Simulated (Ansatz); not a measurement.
Which YAML input does this script hand to the engine? (Ansatz's Python interface)

The cells in order, each with its output:

```python
import ansatz
from ase import Atoms
from ase.data import atomic_numbers
from ase.io import write
from ase.neighborlist import neighbor_list
import numpy as np
from pymatgen.core import Lattice, Structure
from pymatgen.io.ase import AseAtomsAdaptor
import spglib
```

```python
params = {
    'xc': 'lda',
    'ecut': 450,
    'kmesh': (14, 14, 7),
    'occupations': 'Methfessel-Paxton',
    'smearing_width': 0.1,
    'force_tol': 0.05,
}
```

```python
def edges_and_angles(cell):
    cell = np.asarray(cell)
    a, b, c = np.linalg.norm(cell, axis=1)
    cosines = cell[1] @ cell[2] / (b * c), cell[0] @ cell[2] / (a * c), cell[0] @ cell[1] / (a * b)
    return (a, b, c, *np.degrees(np.arccos(cosines)))
```

```python
pmg_structure = Structure(
    Lattice([(2.760666, 0.0, 0.0), (-1.380333, 2.390807, 0.0), (0.0, 0.0, 4.792134)]),
    ['Pt', 'Pt'],
    [
        (2 / 3, 1 / 3, 0.75),
        (1 / 3, 2 / 3, 0.25),
    ],
)
system = ansatz.Crystal.from_ase(AseAtomsAdaptor.get_atoms(pmg_structure))
```

```python
# every cell quantity that the symmetry leaves free
setup = (
    system.calculation()
    .functional(params['xc'])
    .basis(params['ecut'])
    .kpoints(*params['kmesh'])
    .occupations(params['occupations'], width=params['smearing_width'])
    .relax(force_tolerance=params['force_tol'], max_steps=60, cell=True)
)
steps = []
```

```python
def follow(event):
    if event['event'] != 'relax_step':
        return
    row = event['data']
    steps.append(row)
    print(f'step {row["step"]:3d}  E = {row["lagrangian_ev"]:.5f} eV  largest force component = {row["allowed_force_max_ev_ang"]:.4f} eV/A  P = {row["pressure_gpa"]:.3f} GPa')
```

```python
done = setup.session().plan(threads=1).execute(on_event=follow)
summary = done.report
```

    step   1  E = -24489.74981 eV  largest force component = 0.0000 eV/A  P = -16.074 GPa
    step   2  E = -24489.70670 eV  largest force component = 0.0000 eV/A  P = 25.519 GPa
    step   3  E = -24489.85174 eV  largest force component = 0.0000 eV/A  P = -2.774 GPa
    step   4  E = -24489.85435 eV  largest force component = 0.0000 eV/A  P = 0.458 GPa
    step   5  E = -24489.85440 eV  largest force component = 0.0000 eV/A  P = 0.005 GPa
    step   6  E = -24489.85441 eV  largest force component = 0.0000 eV/A  P = -0.003 GPa
    step   7  E = -24489.85385 eV  largest force component = 0.0000 eV/A  P = -0.010 GPa

```python
summary['converged'], summary['free_energy_ev']
```

    (True, -24489.85384609356)

```python
summary['kweights']
```

    [0.0007288629737609329, 0.0014577259475218659, 0.0014577259475218659, 0.0014577259475218659,
     0.004373177842565598, 0.008746355685131196, 0.008746355685131196, 0.008746355685131196,
     0.004373177842565598, 0.008746355685131196, 0.008746355685131196, 0.008746355685131196,
     0.004373177842565598, 0.008746355685131196, 0.008746355685131196, 0.008746355685131196,
     0.004373177842565598, 0.008746355685131196, 0.008746355685131196, 0.008746355685131196,
     0.004373177842565598, 0.008746355685131196, 0.008746355685131196, 0.008746355685131196,
     0.004373177842565598, 0.008746355685131196, 0.008746355685131196, 0.008746355685131196,
     0.002186588921282799, 0.004373177842565598, 0.004373177842565598, 0.004373177842565598,
     0.004373177842565598, 0.008746355685131196, 0.008746355685131196, 0.008746355685131196,
     0.008746355685131196, 0.01749271137026239, 0.01749271137026239, 0.01749271137026239,
     0.008746355685131196, 0.01749271137026239, 0.01749271137026239, 0.01749271137026239,
     0.008746355685131196, 0.01749271137026239, 0.01749271137026239, 0.01749271137026239,
     0.008746355685131196, 0.01749271137026239, 0.01749271137026239, 0.01749271137026239,
     0.008746355685131196, 0.01749271137026239, 0.01749271137026239, 0.01749271137026239,
     0.004373177842565598, 0.008746355685131196, 0.008746355685131196, 0.008746355685131196,
     0.008746355685131196, 0.01749271137026239, 0.01749271137026239, 0.01749271137026239,
     0.008746355685131196, 0.01749271137026239, 0.01749271137026239, 0.01749271137026239,
     0.008746355685131196, 0.01749271137026239, 0.01749271137026239, 0.01749271137026239,
     0.004373177842565598, 0.008746355685131196, 0.008746355685131196, 0.008746355685131196,
     0.004373177842565598, 0.008746355685131196, 0.008746355685131196, 0.008746355685131196,
     0.008746355685131196, 0.01749271137026239, 0.01749271137026239, 0.01749271137026239,
     0.008746355685131196, 0.01749271137026239, 0.01749271137026239, 0.01749271137026239,
     0.004373177842565598, 0.008746355685131196, 0.008746355685131196, 0.008746355685131196,
     0.004373177842565598, 0.008746355685131196, 0.008746355685131196, 0.008746355685131196]

```python
first, last = steps[0], steps[-1]
symbols = [site.symbol for site in done.lattice.sites]
print(f'energy gained {first["lagrangian_ev"] - last["lagrangian_ev"]:.4f} eV in {len(steps) - 1} steps')
for label, vectors in (('before', first['cell_ang']), ('after', done.lattice.cell_ang)):
    print(label, 'a b c (A) {:.4f} {:.4f} {:.4f}  angles {:.2f} {:.2f} {:.2f}'.format(*edges_and_angles(vectors)), f' V = {abs(np.linalg.det(vectors)):.3f} A^3')
print('final stress xx yy zz (GPa, compression positive):', np.round(np.diag(summary['stress_gpa']), 3) + 0.0)
```

    energy gained 0.1040 eV in 6 steps
    before a b c (A) 2.7607 2.7607 4.7921  angles 90.00 90.00 120.00  V = 31.629 A^3
    after a b c (A) 2.7092 2.7092 4.6703  angles 90.00 90.00 120.00  V = 29.687 A^3
    final stress xx yy zz (GPa, compression positive): [ 0.005  0.005 -0.039]

```python
final = Atoms(symbols, positions=last['positions_ang'], cell=done.lattice.cell_ang, pbc=True)
i, j, d = neighbor_list('ijd', final, 4.5)
print('neighbours within 1.2 times the shortest distance of each atom (A)')
for atom in range(len(final)):
    near = [m for m in np.argsort(d) if i[m] == atom]
    shell = [m for m in near if d[m] < 1.2 * d[near[0]]]
    print(f'{symbols[atom]}{atom} ({len(shell)}):', ', '.join(f'{symbols[j[m]]} {d[m]:.3f}' for m in shell))
```

    neighbours within 1.2 times the shortest distance of each atom (A)
    Pt0 (12): Pt 2.709, Pt 2.709, Pt 2.709, Pt 2.709, Pt 2.709, Pt 2.709, Pt 2.811, Pt 2.811, Pt 2.811, Pt 2.811, Pt 2.811, Pt 2.811
    Pt1 (12): Pt 2.709, Pt 2.709, Pt 2.709, Pt 2.709, Pt 2.709, Pt 2.709, Pt 2.811, Pt 2.811, Pt 2.811, Pt 2.811, Pt 2.811, Pt 2.811

```python
fractions = [site.position_frac for site in done.lattice.sites]
numbers = [atomic_numbers[s] for s in symbols]
for tolerance in (1e-3, 1e-2, 1e-1):
    print(f'space group at {tolerance} A:', spglib.get_spacegroup((done.lattice.cell_ang, fractions, numbers), symprec=tolerance))
```

    space group at 0.001 A: P6_3/mmc (194)
    space group at 0.01 A: P6_3/mmc (194)
    space group at 0.1 A: P6_3/mmc (194)

```python
relaxed = Atoms(symbols, positions=[site.position_ang for site in done.lattice.sites], cell=done.lattice.cell_ang, pbc=True)
write('relaxed.cif', relaxed, format='cif')
```

```python
energy = summary['free_energy_ev']
print('F of the Pt cell: {:.6f} eV = {:.6f} Ry = {:.6f} Ha'.format(energy, energy / 13.605693, energy / 27.211386))
print('Fermi level {:.4f} eV, {} k-points, {} symmetry operations'.format(summary['fermi_energy_ev'], summary['n_kpoints'], summary['n_symmetry_ops']))
```

    F of the Pt cell: -24489.853846 eV = -1799.971074 Ry = -899.985537 Ha
    Fermi level 23.4862 eV, 96 k-points, 24 symmetry operations

`input.yaml`:
```yaml
crystal:
  lattice:
    - [2.760666, 0.0, 0.0]
    - [-1.380333, 2.390807, 0.0]
    - [0.0, 0.0, 4.792134]
  atoms:
    - { symbol: Pt, position: [0.6666666666667, 0.3333333333333, 0.75] }
    - { symbol: Pt, position: [0.3333333333333, 0.6666666666667, 0.25] }
basis:
  ecutwfc: 450.0
kpoints:
  mp_grid: { grid: [14, 14, 7] }
hamiltonian:
  xc: lda
scf:
  occupations: { method: methfessel_paxton, width: 0.1 }
relax:
  f_tol: 0.05
  max_steps: 60
  cell: {}
```

The program run on that file:
```console
$ ansatz run input.yaml --threads 1 --pin off --max-ram 3072MiB --backend cpu --events-out ev --progress --plain --runs-dir out
Engine: ansatz 0.2.0, aarch64-unknown-linux-gnu
Pseudopotentials: kind: paw
Pseudopotential: Pt, paw, valence charge 18, recommended cutoff 420 eV (normal), Pt.paw.azcp
Functional definition: SPW92
  exchange = slater_x
  correlation = pw_c
Crystal: 2 atoms, lattice volume = 31.629 Å³
Basis set: ecut = 450 eV, 713 PW (Γ)
Bands: 22, of which v1, the nominal top of the filled ones, is band 18 counted from 1 (17 counted from 0)
Symmetry: 24 space group operations
Space group: P63/mmc (ITA 194), of the structure as read, at distance tolerance 3.2e-5 Å
k-points: 96 of 1372
Non-local potential: Pt, projectors of the file, l = 0: 3, l = 1: 2, l = 2: 2, l = 3: 1
PAW form: soft (Blöchl's): semilocal exchange-correlation on the pseudo side does not see the compensation charge
PAW frozen core: Pt, regenerated for the run's functional, and the local potential with it (the file was generated under x = pbe(κ = 0.804, μ = 0.2195149727645171), c = pbe(β = 0.06672455060314922))
PAW one-centre angular grid: Pt, 590 points (default); XC on 64 Gauss nodes
Initial density: superposition of atomic densities (neutral atoms: chi_scale 0, normalization atom), corrected by the library's trained network
Initial wavefunctions: pseudopotential atomic-orbital guess
Functional: x = slater, c = lda
SCF iter   1: F=—  HF=-24489.751905 eV  |F-HF|=—  |Δ(HF+E_count)|=         —  Δρ=1.00e-2  dr2=1.36e-2  ethr=1.77e-3  ⟨swp⟩=5.0  Hψ=8224  notcnv=0
preconditioner: auto → Kerker (q_TF=auto, 2.788 Å⁻¹)  [metal: Δε(μ)=0.014 eV  Ē_g=8.976 eV  σ=0.100 eV  W_gap=0.12  n_scr=10 (ndim 8)  ℏωp=29.5 eV  f_vac=0.000  D(μ)=3.81/eV (n_scr^D=42)]
SCF iter   2: F=—  HF=-24489.750648 eV  |F-HF|=—  |Δ(HF+E_count)|=   1.26e-3  S|Δr|=    0.00e0  Δρ=5.08e-3  dr2=3.39e-3  ethr=3.76e-5  ⟨swp⟩=2.1  Hψ=3452  notcnv=0
SCF iter   3: F=—  HF=-24489.749803 eV  |F-HF|=—  |Δ(HF+E_count)|=   8.45e-4  S|Δr|=    0.00e0  Δρ=4.91e-4  dr2=3.75e-5  ethr=9.42e-6  ⟨swp⟩=2.0  Hψ=2891  notcnv=0
SCF iter   4: F=—  HF=-24489.749808 eV  |F-HF|=—  |Δ(HF+E_count)|=   4.96e-6  S|Δr|=    0.00e0  Δρ=9.40e-5  dr2=2.31e-6  ethr=1.04e-7  ⟨swp⟩=2.5  Hψ=3699  notcnv=0
SCF iter   5: F=-24489.749807 eV  HF=-24489.749807 eV  |F-HF|=3.32e-8  |Δ(HF+E_count)|=   3.46e-7  S|Δr|=    0.00e0  Δρ=2.12e-5  dr2=9.18e-8  ethr=2.78e-10  ⟨swp⟩=3.2  Hψ=8355  notcnv=0
SCF 1 converged in 5 iterations: F = -24489.749807 eV  dr2 = 9.18e-8
  greatest PAW one-centre occupation: 1.000 electrons in one spin orbital (limit 2), on the Pt atom at site 1 (counted from 0), in its partial waves of l = 0
relax step   1: F+E_penalty+E_count = -24489.74980732 eV  Δ(F+E_penalty+E_count) = +0.000e0 eV  max|allowed force component| = 7.401e-17 eV/Å  Δτ_max = 0.0000 Å  P = -16.074 GPa  Ω = 31.629 Å³  (5 SCF iters, dr2 threshold 1.00e-7 eV, accepted)
Crystal: 2 atoms, lattice volume = 27.679 Å³
Basis set: ecut = 450 eV, 597 PW (Γ)
Initial density: handed on by an earlier stage of this run
Initial wavefunctions: those handed on with the density
iter 1 solved again at ethr=3.53e-5 eV; its pass at ethr=3.10e-3 eV (dr2=1.27e-2 eV) is discarded
SCF iter   1: F=—  HF=-24489.709290 eV  |F-HF|=—  |Δ(HF+E_count)|=         —  Δρ=9.43e-3  dr2=1.23e-2  ethr=3.53e-5  ⟨swp⟩=2.0  Hψ=11285  notcnv=0
preconditioner: auto → Kerker (q_TF=auto, 2.850 Å⁻¹)  [metal: Δε(μ)=0.008 eV  Ē_g=10.354 eV  σ=0.100 eV  W_gap=0.07  n_scr=10 (ndim 8)  ℏωp=31.6 eV  f_vac=0.000  D(μ)=3.04/eV (n_scr^D=36)]
SCF iter   2: F=—  HF=-24489.707583 eV  |F-HF|=—  |Δ(HF+E_count)|=   1.71e-3  S|Δr|=    0.00e0  Δρ=5.55e-3  dr2=4.07e-3  ethr=3.41e-5  ⟨swp⟩=1.0  Hψ=2112  notcnv=0
SCF iter   3: F=—  HF=-24489.706696 eV  |F-HF|=—  |Δ(HF+E_count)|=   8.87e-4  S|Δr|=    0.00e0  Δρ=4.16e-4  dr2=2.28e-5  ethr=1.13e-5  ⟨swp⟩=2.2  Hψ=2864  notcnv=0
SCF iter   4: F=—  HF=-24489.706703 eV  |F-HF|=—  |Δ(HF+E_count)|=   6.56e-6  S|Δr|=    0.00e0  Δρ=1.30e-4  dr2=2.36e-6  ethr=6.32e-8  ⟨swp⟩=2.1  Hψ=3405  notcnv=0
SCF iter   5: F=-24489.706703 eV  HF=-24489.706703 eV  |F-HF|=3.45e-8  |Δ(HF+E_count)|=   2.20e-7  S|Δr|=    0.00e0  Δρ=2.91e-5  dr2=1.16e-7  ethr=5.56e-10  ⟨swp⟩=2.7  Hψ=8487  notcnv=0
SCF 2 converged in 5 iterations: F = -24489.706703 eV  dr2 = 1.16e-7
relax step   2: F+E_penalty+E_count = -24489.70670275 eV  Δ(F+E_penalty+E_count) = +4.310e-2 eV  max|allowed force component| = 1.110e-16 eV/Å  Δτ_max = 0.0000 Å  P = +25.519 GPa  Ω = 27.679 Å³  energy of the carried Pulay correction = +1.238e-3 eV  (5 SCF iters, dr2 threshold 2.00e-7 eV, rejected (line search))
Crystal: 2 atoms, lattice volume = 29.973 Å³
Basis set: ecut = 450 eV, 665 PW (Γ)
iter 1 solved again at ethr=1.21e-5 eV; its pass at ethr=3.10e-3 eV (dr2=4.35e-3 eV) is discarded
SCF iter   1: F=—  HF=-24489.852463 eV  |F-HF|=—  |Δ(HF+E_count)|=         —  Δρ=5.53e-3  dr2=4.21e-3  ethr=1.21e-5  ⟨swp⟩=2.1  Hψ=11312  notcnv=0
preconditioner: auto → Kerker (q_TF=auto, 2.813 Å⁻¹)  [metal: Δε(μ)=0.004 eV  Ē_g=9.548 eV  σ=0.100 eV  W_gap=0.04  n_scr=10 (ndim 8)  ℏωp=30.3 eV  f_vac=0.000  D(μ)=3.61/eV (n_scr^D=42)]
SCF iter   2: F=—  HF=-24489.852027 eV  |F-HF|=—  |Δ(HF+E_count)|=   4.36e-4  S|Δr|=    0.00e0  Δρ=3.29e-3  dr2=1.51e-3  ethr=1.17e-5  ⟨swp⟩=1.0  Hψ=2112  notcnv=0
SCF iter   3: F=—  HF=-24489.851733 eV  |F-HF|=—  |Δ(HF+E_count)|=   2.94e-4  S|Δr|=    0.00e0  Δρ=2.29e-4  dr2=8.35e-6  ethr=4.18e-6  ⟨swp⟩=2.3  Hψ=3017  notcnv=0
SCF iter   4: F=—  HF=-24489.851743 eV  |F-HF|=—  |Δ(HF+E_count)|=   9.98e-6  S|Δr|=    0.00e0  Δρ=6.36e-5  dr2=5.56e-7  ethr=2.32e-8  ⟨swp⟩=2.0  Hψ=3053  notcnv=0
SCF iter   5: F=—  HF=-24489.851738 eV  |F-HF|=—  |Δ(HF+E_count)|=   4.65e-6  S|Δr|=    0.00e0  Δρ=1.47e-5  dr2=4.11e-8  ethr=1.55e-9  ⟨swp⟩=2.1  Hψ=3761  notcnv=0
SCF iter   6: F=—  HF=-24489.851738 eV  |F-HF|=—  |Δ(HF+E_count)|=   5.54e-9  S|Δr|=    0.00e0  Δρ=3.64e-6  dr2=3.09e-9  ethr=1.14e-10  ⟨swp⟩=2.2  Hψ=3683  notcnv=0
SCF iter   7: F=—  HF=-24489.851738 eV  |F-HF|=—  |Δ(HF+E_count)|=  2.69e-10  S|Δr|=    0.00e0  Δρ=7.16e-7  dr2=1.37e-10  ethr=8.57e-12  ⟨swp⟩=1.1  Hψ=2117  notcnv=0
SCF iter   8: F=-24489.851738 eV  HF=-24489.851738 eV  |F-HF|=0.00e0  |Δ(HF+E_count)|=  4.73e-11  S|Δr|=    0.00e0  Δρ=1.25e-7  dr2=3.87e-12  ethr=1.00e-12  ⟨swp⟩=5.0  Hψ=8760  notcnv=0
SCF 3 converged in 8 iterations: F = -24489.851738 eV  dr2 = 3.87e-12
relax step   3: F+E_penalty+E_count = -24489.85173815 eV  Δ(F+E_penalty+E_count) = -1.019e-1 eV  max|allowed force component| = 7.401e-17 eV/Å  Δτ_max = 0.0000 Å  P = -2.774 GPa  Ω = 29.973 Å³  energy of the carried Pulay correction = +4.991e-4 eV  (8 SCF iters, accepted)
Crystal: 2 atoms, lattice volume = 29.643 Å³
iter 1 solved again at ethr=2.93e-7 eV; its pass at ethr=3.10e-3 eV (dr2=1.06e-4 eV) is discarded
SCF iter   1: F=—  HF=-24489.854376 eV  |F-HF|=—  |Δ(HF+E_count)|=         —  Δρ=8.28e-4  dr2=1.08e-4  ethr=2.93e-7  ⟨swp⟩=3.3  Hψ=11734  notcnv=0
preconditioner: auto → Kerker (q_TF=auto, 2.818 Å⁻¹)  [metal: Δε(μ)=0.003 eV  Ē_g=9.643 eV  σ=0.100 eV  W_gap=0.02  n_scr=10 (ndim 8)  ℏωp=30.5 eV  f_vac=0.000  D(μ)=3.53/eV (n_scr^D=42)]
SCF iter   2: F=—  HF=-24489.854359 eV  |F-HF|=—  |Δ(HF+E_count)|=   1.67e-5  S|Δr|=    0.00e0  Δρ=4.84e-4  dr2=3.50e-5  ethr=2.93e-7  ⟨swp⟩=1.0  Hψ=2112  notcnv=0
SCF iter   3: F=—  HF=-24489.854351 eV  |F-HF|=—  |Δ(HF+E_count)|=   8.39e-6  S|Δr|=    0.00e0  Δρ=4.38e-5  dr2=4.17e-7  ethr=9.73e-8  ⟨swp⟩=2.4  Hψ=3021  notcnv=0
[... 7 lines left out ...]
SCF iter   2: F=—  HF=-24489.854404 eV  |F-HF|=—  |Δ(HF+E_count)|=   2.13e-7  S|Δr|=    0.00e0  Δρ=6.75e-5  dr2=5.29e-7  ethr=4.64e-9  ⟨swp⟩=1.0  Hψ=2112  notcnv=0
SCF iter   3: F=-24489.854404 eV  HF=-24489.854404 eV  |F-HF|=1.60e-9  |Δ(HF+E_count)|=   1.06e-7  S|Δr|=    0.00e0  Δρ=5.37e-6  dr2=5.03e-9  ethr=5.56e-10  ⟨swp⟩=4.0  Hψ=6882  notcnv=0
SCF 5 converged in 3 iterations: F = -24489.854404 eV  dr2 = 5.03e-9
relax step   5: F+E_penalty+E_count = -24489.85440350 eV  Δ(F+E_penalty+E_count) = -5.263e-5 eV  max|allowed force component| = 1.388e-16 eV/Å  Δτ_max = 0.0000 Å  P = +0.005 GPa  Ω = 29.687 Å³  energy of the carried Pulay correction = +5.873e-4 eV  (3 SCF iters, dr2 threshold 2.00e-7 eV, accepted)
iter 1 solved again at ethr=9.47e-10 eV; its pass at ethr=3.10e-3 eV (dr2=3.41e-7 eV) is discarded
SCF iter   1: F=—  HF=-24489.854405 eV  |F-HF|=—  |Δ(HF+E_count)|=         —  Δρ=4.00e-5  dr2=1.01e-7  ethr=9.47e-10  ⟨swp⟩=2.3  Hψ=10169  notcnv=0
SCF iter   2: F=—  HF=-24489.854405 eV  |F-HF|=—  |Δ(HF+E_count)|=   2.35e-8  S|Δr|=    0.00e0  Δρ=1.95e-5  dr2=2.45e-8  ethr=2.80e-10  ⟨swp⟩=1.0  Hψ=2112  notcnv=0
SCF iter   3: F=-24489.854405 eV  HF=-24489.854405 eV  |F-HF|=8.73e-11  |Δ(HF+E_count)|=   6.91e-9  S|Δr|=    0.00e0  Δρ=1.63e-6  dr2=4.23e-10  ethr=2.88e-11  ⟨swp⟩=4.0  Hψ=6837  notcnv=0
SCF 6 converged in 3 iterations: F = -24489.854405 eV  dr2 = 4.23e-10
relax step   6: F+E_penalty+E_count = -24489.85440529 eV  Δ(F+E_penalty+E_count) = -1.789e-6 eV  max|allowed force component| = 1.527e-16 eV/Å  Δτ_max = 0.0000 Å  P = -0.003 GPa  Ω = 29.687 Å³  energy of the carried Pulay correction = +5.871e-4 eV  (3 SCF iters, dr2 threshold 1.04e-8 eV, accepted)
Initial wavefunctions: pseudopotential atomic-orbital guess (no wavefunctions were taken with the density)
iter 1 solved again at ethr=7.08e-9 eV; its pass at ethr=3.10e-3 eV (dr2=2.55e-6 eV) is discarded
SCF iter   1: F=—  HF=-24489.853846 eV  |F-HF|=—  |Δ(HF+E_count)|=         —  Δρ=1.44e-4  dr2=7.24e-7  ethr=7.08e-9  ⟨swp⟩=4.1  Hψ=15136  notcnv=0
SCF iter   2: F=—  HF=-24489.853846 eV  |F-HF|=—  |Δ(HF+E_count)|=   1.25e-7  S|Δr|=    0.00e0  Δρ=7.58e-5  dr2=1.90e-7  ethr=2.01e-9  ⟨swp⟩=1.0  Hψ=2112  notcnv=0
SCF iter   3: F=—  HF=-24489.853846 eV  |F-HF|=—  |Δ(HF+E_count)|=   2.55e-8  S|Δr|=    0.00e0  Δρ=2.97e-6  dr2=5.58e-10  ethr=5.28e-10  ⟨swp⟩=3.0  Hψ=3847  notcnv=0
SCF iter   4: F=-24489.853846 eV  HF=-24489.853846 eV  |F-HF|=1.46e-11  |Δ(HF+E_count)|=  5.09e-11  S|Δr|=    0.00e0  Δρ=2.01e-7  dr2=3.34e-12  ethr=1.00e-12  ⟨swp⟩=6.0  Hψ=9903  notcnv=0
SCF 7 converged in 4 iterations: F = -24489.853846 eV  dr2 = 3.34e-12
relax step   7: F+E_penalty+E_count = -24489.85384609 eV  Δ(F+E_penalty+E_count) = +5.592e-4 eV  max|allowed force component| = 1.249e-16 eV/Å  Δτ_max = 0.0000 Å  P = -0.010 GPa  Ω = 29.687 Å³  stress off target by 3.88e-2 GPa  SCF on the basis re-selected at this cell (its energy is not comparable with the rows above)  (4 SCF iters)
basis re-selected at this cell: Δ(F+E_penalty+E_count) = +5.592e-4 eV, ΔP = -0.007 GPa vs the last step (what re-selecting the basis moved, of the pressure what is left beyond the Pulay correction that the steps carried, after the strain that the cell walked since its last selection, with what the two solves' SCF thresholds leave and, on support functions, [...]
SCF converged after 4 iterations
Stability not checked: this state was not tested for a lower state beside it, because cold or Methfessel-Paxton smearing, or corrected tetrahedra, fill the levels in a way that the test cannot read (fill_not_monotonic; see scf.lower_state_search)
Free energy (F): -24489.853846 eV
Harris-Foulkes:  -24489.853846 eV  (|F-HF|=1.46e-11)
Internal energy: -24489.853929 eV  (E = F + TS)
E sigma→0 (E₀):  -24489.853867 eV
Entropy (-TS):   0.000083 eV (0.041 meV/atom)
Fermi energy:    23.486181 eV
--- Per-component energies (eV) ---
  E_band       = -255.758616
  E_kinetic    = 1278.577679
  E_local      = -2899.322054  (includes V_loc(G=0)·N_el)
  E_nonlocal   = 413.765760
  E_hartree    = 1073.852139
  E_xc         = -521.692637
  E_vxc        = -606.671025  (∫ρ·V_xc dr)
  E_paw        = -18355.370674  (= ΣΔE_a)
  E_vpaw       = -589.813719  (= ΣTr[D̂ρ^β])
  E_aug_tail   = 0.000452  (compensation charges beyond the density's cutoff)
  E_ewald      = -5480.592332
  E_core_change = 0.927739  (= ΣΔE_core)
  E_smearing   = 0.000083  (= −TS)
  E_closure    = 0.000000  (closes the sum)
  Σ components = -24489.853846   (vs F -24489.853846, Δ=0.00e0)
--- Forces (eV/Å), atoms counted from 1 ---
  atom   1  Pt     0.00000000     0.00000000     0.00000000
  atom   2  Pt     0.00000000    -0.00000000     0.00000000
  max |Σ_I F_I| component: 1.85e-17 eV/Å
--- Stress (GPa, compression-positive) ---
        0.004713       0.000000       0.000000
        0.000000       0.004713       0.000000
        0.000000       0.000000      -0.038828
  P = ⅓ Tr σ = -0.0098 GPa (-0.098 kbar)
--- Relaxed structure (6 steps of the walk, 5 accepted, 1 SCFs on fresh bases) ---
  F+E_penalty+E_count = -24489.85384609 eV   max|allowed force component| = 1.249e-16 eV/Å   (the final SCF, on the basis selected at the relaxed cell)
  cell:  # Å, volume = 29.6870 Å³
    - [2.7092362764392877, 0.0, 0.0]
    - [-1.3546181382196438, 2.346267440250783, 0.0]
    - [0.0, 0.0, 4.670271560612823]
  atoms:
    - { symbol: Pt, position: [0.6666666666666667, 0.33333333333333337, 0.75] }
    - { symbol: Pt, position: [0.33333333333333337, 0.6666666666666667, 0.25] }
```

Absolute energies stand on the zero of these potentials, so only differences at equal settings mean something. A total without «per atom» is that of the cell as typed. Forces vanish by symmetry, so the ions can't move, and the end may be a saddle. An absolute Fermi energy rests on an arbitrary zero of the periodic potential and has no direct meaning. Energies along a relaxation are free energies. Rows at an unchanged volume are solved on a plane-wave basis chosen afresh for that cell, so the energy jumps there and such rows are no steps of the walk. Spin-orbit coupling, which matters for elements this heavy, is left out. This isn't the structure that Pt takes at ambient conditions. The whole script took 19 s on 1 thread of Arm Neoverse V1, on a shared host, peak memory 0.47 GiB.
